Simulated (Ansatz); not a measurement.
# HfTi3O8: the band gap up the ladder of functionals

One table from this session's results is given with a row withheld; the runs are named, their logs left out.

The runs shown are made with Ansatz 0.2.0. PAW datasets, plane waves. All values are calculated for a non-magnetic cell, which may be hypothetical.

## The system as given

The cell was relaxed beforehand with r2SCAN.

Space group Cmmm (No. 65), orthorhombic; conventional cell a = 6.560 Å, b = 6.607 Å, c = 6.053 Å, 10.93 Å³ an atom. Ti has 6 O at 1.96–1.98 Å; Hf has 6 O at 2.06–2.07 Å; O has 2 Ti at 1.94–1.97 Å and 1 Hf at 2.06 Å; O has 2 Ti at 1.98 Å and 1 Hf at 2.07 Å; Ti has 6 O at 1.94–2.02 Å.

As a file:

```cif
data_structure
_symmetry_space_group_name_H-M 'Cmmm'
_symmetry_Int_Tables_number 65
_cell_length_a 6.5598
_cell_length_b 6.6066
_cell_length_c 6.0535
_cell_angle_alpha 90.000
_cell_angle_beta 90.000
_cell_angle_gamma 90.000
_cell_volume 262.34
loop_
_atom_site_label
_atom_site_type_symbol
_atom_site_symmetry_multiplicity
_atom_site_Wyckoff_symbol
_atom_site_fract_x
_atom_site_fract_y
_atom_site_fract_z
_atom_site_occupancy
Ti1 Ti 4 l 0.50000 0.00000 0.25537 1
Hf1 Hf 2 a 0.00000 0.00000 0.00000 1
O1 O 8 o 0.19984 0.00000 0.26344 1
O2 O 4 i 0.50000 0.81328 0.00000 1
Ti2 Ti 2 d 0.00000 0.00000 0.50000 1
O3 O 4 j 0.50000 0.80537 0.50000 1
```

Set-up of the first run:

The input, input.yaml:

```yaml
crystal:
  lattice:
    - [3.279886798, -3.3033058383, 0.0]
    - [3.279886798, 3.3033058383, 0.0]
    - [0.0, 0.0, 6.0534623837]
  atoms:
    - { symbol: Ti, position: [0.5, 0.5, 0.2553700898] }
    - { symbol: Hf, position: [0.0, 0.0, 0.0] }
    - { symbol: O, position: [0.1998449373, 0.1998449373, 0.2634434675] }
    - { symbol: O, position: [0.8001550627, 0.8001550627, 0.2634434675] }
    - { symbol: O, position: [0.6867176153, 0.3132823847, 0.0] }
    - { symbol: O, position: [0.3132823847, 0.6867176153, 0.0] }
    - { symbol: Ti, position: [0.5, 0.5, 0.7446299102] }
    - { symbol: Ti, position: [0.0, 0.0, 0.5] }
    - { symbol: O, position: [0.1998449373, 0.1998449373, 0.7365565325] }
    - { symbol: O, position: [0.8001550627, 0.8001550627, 0.7365565325] }
    - { symbol: O, position: [0.6946327173, 0.3053672827, 0.5] }
    - { symbol: O, position: [0.3053672827, 0.6946327173, 0.5] }
kpoints:
  mp_grid: { grid: [6, 6, 4] }
  band_path:
    path:
      - [[0.0, 0.0, 0.0], [-0.5, 0.5, -5.096098475883e-35], [-0.496467777147, 0.503532222853, -5.13624136512e-35]]
      - [[0.496467777147, 0.496467777147, -5.642240542879e-35], [0.0, 0.0, 0.0], [-1.246605386244e-51, 8.051596206084e-52, 0.5], [0.496467777147, 0.496467777147, 0.5]]
      - [[-0.496467777147, 0.503532222853, 0.5], [-0.5, 0.5, 0.5], [-0.5, 0.5, -5.096098475883e-35]]
      - [[0.0, 0.0, 0.0], [-6.862150366792e-18, 0.5, -5.389240953999e-35], [-6.862150366792e-18, 0.5, 0.5], [-1.246605386244e-51, 8.051596206084e-52, 0.5], [-0.5, 0.5, 0.5]]
    npoints: 10
hamiltonian:
  xc: pbe
scf:
  occupations: { method: fermi_dirac, width: 0.02 }
  n_extra_bands: 7
output:
  forces: true
  stress: true
  eigenvalues: true
```

Steps of the session up to this table: PBE band path; r2SCAN; HSE06 at the same geometry; Single point with PBE+SOC; Single point with PBE0.

One of the session's tables, all rows but one given; the rest of the session is left out.

| level | gap (eV) |
| --- | --- |
| PBE | 2.01 |
| r2SCAN | ? |
| HSE06 | 3.52 |
| PBE+SOC | 2.01 |
| PBE0 | 4.28 |

Q: Estimate the row for r2SCAN from the others.

As computed: gap (eV): 2.36. In the column «gap (eV)» it lies between PBE+SOC (2.01) and HSE06 (3.52).

Meshes: PBE 6×6×4, r2SCAN 6×6×4, HSE06 4×4×4, PBE+SOC 6×6×4, PBE0 4×4×4

What this shows: PBE gives the least gap, 2.01 eV, and PBE0 the largest, 4.28 eV. PBE reaches 57 % of the HSE06 value, and r2SCAN 67 %. PBE0 lies 0.76 eV above HSE06, which differs from it by screening the long-range exchange.

To keep in mind: Warnings in the runs' records: stress exchange threshold loose, stress scf threshold loose.
